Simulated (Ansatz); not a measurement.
# Si16N: the cost of one run

Method: DFT PBE, plane waves, PAW, scalar-relativistic, collinear spin, in Ansatz 0.2.0.

## Step 1: The structure to begin with

The cell holds 17 atoms (NSi16): a = 7.679 Å, b = 7.679 Å, c = 7.679 Å, α = 60.00°, β = 60.00°, γ = 60.00°.

Coordinates:

```xyz
17
Lattice="0.0000 5.4300 5.4300 5.4300 0.0000 5.4300 5.4300 5.4300 0.0000" Properties=species:S:1:pos:R:3 pbc="T T T"
Si    0.0000    0.0000    0.0000
Si    1.3575    1.3575    1.3575
Si    2.7150    2.7150    0.0000
Si    4.0725    4.0725    1.3575
Si    2.7150    0.0000    2.7150
Si    4.0725    1.3575    4.0725
Si    5.4300    2.7150    2.7150
Si    6.7875    4.0725    4.0725
Si    0.0000    2.7150    2.7150
Si    1.3575    4.0725    4.0725
Si    2.7150    5.4300    2.7150
Si    4.0725    6.7875    4.0725
Si    2.7150    2.7150    5.4300
Si    4.0725    4.0725    6.7875
Si    5.4300    5.4300    5.4300
Si    6.7875    6.7875    6.7875
N     9.5522    6.7078    6.8165
```

## Step 2: Relaxing the start

input.yaml

```yaml
accuracy: low
crystal:
  lattice:
    - [0.0, 5.43, 5.43]
    - [5.43, 0.0, 5.43]
    - [5.43, 5.43, 0.0]
  atoms:
    - { symbol: Si, position: [0.0, 0.0, 0.0] }
    - { symbol: Si, position: [0.125, 0.125, 0.125] }
    - { symbol: Si, position: [0.0, 0.0, 0.5] }
    - { symbol: Si, position: [0.125, 0.125, 0.625] }
    - { symbol: Si, position: [0.0, 0.5, 0.0] }
    - { symbol: Si, position: [0.125, 0.625, 0.125] }
    - { symbol: Si, position: [0.0, 0.5, 0.5] }
    - { symbol: Si, position: [0.125, 0.625, 0.625] }
    - { symbol: Si, position: [0.5, 0.0, 0.0] }
    - { symbol: Si, position: [0.625, 0.125, 0.125] }
    - { symbol: Si, position: [0.5, 0.0, 0.5] }
    - { symbol: Si, position: [0.625, 0.125, 0.625] }
    - { symbol: Si, position: [0.5, 0.5, 0.0] }
    - { symbol: Si, position: [0.625, 0.625, 0.125] }
    - { symbol: Si, position: [0.5, 0.5, 0.5] }
    - { symbol: Si, position: [0.625, 0.625, 0.625] }
    - { symbol: "N", position: [0.3657586, 0.8895795, 0.8695717], spin: 1.0 }
magnetization:
  spin_polarized: true
basis:
  ecutwfc: 420.0
kpoints:
  mp_grid: { grid: [2, 2, 2] }
hamiltonian:
  xc: pbe
  pseudopotentials: { kind: paw, azcp: { folder: soft_1 } }
scf:
  occupations: { method: fermi_dirac, width: 0.05 }
  lower_state_search: "off"
relax:
  f_tol: 0.08
  max_steps: 25
  adjacent_minimum: "off"
output:
  write_density: true
  write_potential: true
  elf: true
  volumetric_format: npy
```

Launch:

```sh
ansatz run input.yaml --threads 1 --pin off --max-ram 3072MiB --backend cpu --events-out ev --progress --plain --runs-dir out
```

**Question.** How long does this run take on 1 thread of Arm Neoverse V2, shared host, and how much memory does it need?

About 6 min, with a peak of 0.68 GiB.
